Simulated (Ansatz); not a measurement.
The system is Co, a slab with vacuum.

```
Co
1.0
     2.47056    0.00000    0.00000
    -1.23528    2.13957    0.00000
     0.00000    0.00000   27.13235
Co
7
Direct
  0.33333 0.66667 0.27642
  0.00000 0.00000 0.35095
  0.66667 0.33333 0.42547
  0.00000 0.00000 0.50000
  0.33333 0.66667 0.57453
  0.00000 0.00000 0.64905
  0.66667 0.33333 0.72358
```

The slab is cut from a database's or a generator's crystal, which needn't be the stable form of the element.

The cell isn't the ideal one: the (0 0 1) slab of Co, cut from the database cell, not relaxed.

Base run:

```yaml
Program: Ansatz 0.2.0
Functional: LDA
Potentials_or_basis: Ansatz PAW
Cutoff: 420 eV
Density_cutoff: 1680 eV
k_mesh: 12 × 12 × 1
Occupations: fermi-dirac, width 0.05 eV
Spin: collinear spin, ferromagnetic start
Starting_moments: "[2.0, 2.0, 2.0, 2.0, 2.0, 2.0, 2.0] μB"
```

Its results: band gap on the k mesh none (metal or under the smearing width); net moment 11.50 μB per cell; site moments Co +1.75, +1.68, +1.65, +1.64 μB; largest force 0.795 eV/Å.

Problem. After a change of settings the same cell gave: band gap on the k mesh none (metal or under the smearing width); net moment 12.46 μB per cell; site moments Co +2.00, +1.90, +1.88 μB; largest force 0.496 eV/Å. Which change was it?
A. functional from LDA to r2SCAN; cutoff from 420 eV to 500 eV; density cutoff from 1680 eV to 2000 eV
B. functional from LDA to BLYP
C. functional from LDA to revPBE
D. functional from LDA to RPBE

Solution. A.

Caveats: the PAW data sets come from PBE, with cores solved anew for the run's functional, which leaves a small shift of forces and pressure; the magnetic or orbital state may not be the lowest (some runs).

Not every run made on this cell is shown here.
